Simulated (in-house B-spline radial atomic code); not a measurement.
# Bi³⁶⁺: ionisation energy by several methods

Wanted: one ionisation energy, Bi³⁶⁺ to configuration [Kr] 4d10, up the ladder of functionals.

Method: non-relativistic, several functionals, spin-polarised, exact exchange averaged over the configuration; spherical all-electron atom at the radial basis limit. Code: in-house B-spline radial atomic code version 1.

**1. The system**

```
element       : bismuth (Z = 83)
charge        : +36
electrons     : 47
configuration : [Kr] 4d10 4f1
nucleus       : point
```

Outer shells as boxes (Hund's rule):

[Kr] 4d10 4f1
```
[Kr] core
4d [↑↓][↑↓][↑↓][↑↓][↑↓]
4f [↑ ][  ][  ][  ][  ][  ][  ]
```

Where spins are not typed, each open shell is filled with up spins first.

**2. M06-2X**

Settings, as recorded:

```ini
Z = 83
electrons = 47.0
configuration = [Kr] 4d10 4f1
hamiltonian = nr
method = m062x
spin_polarised = True
exact_exchange = averaged over the configuration
```

Command:

```sh
python run_scf.py task.json out
```

One command runs all members of the session, one after another, from task.json.

**3. TPSSh**

The settings differ from step 2 so:

```diff
@@ -4,3 +4,3 @@
 hamiltonian = nr
-method = m062x
+method = tpssh
 spin_polarised = True
```

**4. B3LYP**

The settings differ from step 3 so:

```diff
@@ -4,3 +4,3 @@
 hamiltonian = nr
-method = tpssh
+method = b3lyp
 spin_polarised = True
```

The tabulated ionisation energy is 1500 ± 70 eV (tabulated theoretical; NIST Atomic Spectra Database). What does each method give, and which comes nearest?

**Answer**, as computed:

| method | rung | total energy (hartree) | ΔSCF (eV) | −ε highest (eV) | ΔSCF less tabulated (eV) |
| --- | --- | --- | --- | --- | --- |
| M06-2X | global hybrid | -19380.2048 | 1493.50 | 1480.09 (4f up) | -6.50 |
| TPSSh | global hybrid | -19378.1782 | 1491.27 | 1463.14 (4f up) | -8.73 |
| B3LYP | global hybrid | -19378.7664 | 1492.07 | 1467.23 (4f up) | -7.93 |

**Reading.** Tables give 1500 ± 70 eV (tabulated theoretical; NIST Atomic Spectra Database) for the ionisation energy. M06-2X misses by -6.50 eV, the least, and TPSSh by -8.73 eV (0.58 %), the most. The table's own uncertainty is as large as these misses, so the order means little. All methods miss on the same side by much the same amount, which points to something that they share. These runs lack relativity altogether, which can outweigh the gaps between the methods, so the nearest may be so by luck. These runs leave out relativity, which matters at this nuclear charge. Open shells are averaged (over orientations, and over spins where the run is restricted), while tables refer to the lowest levels.
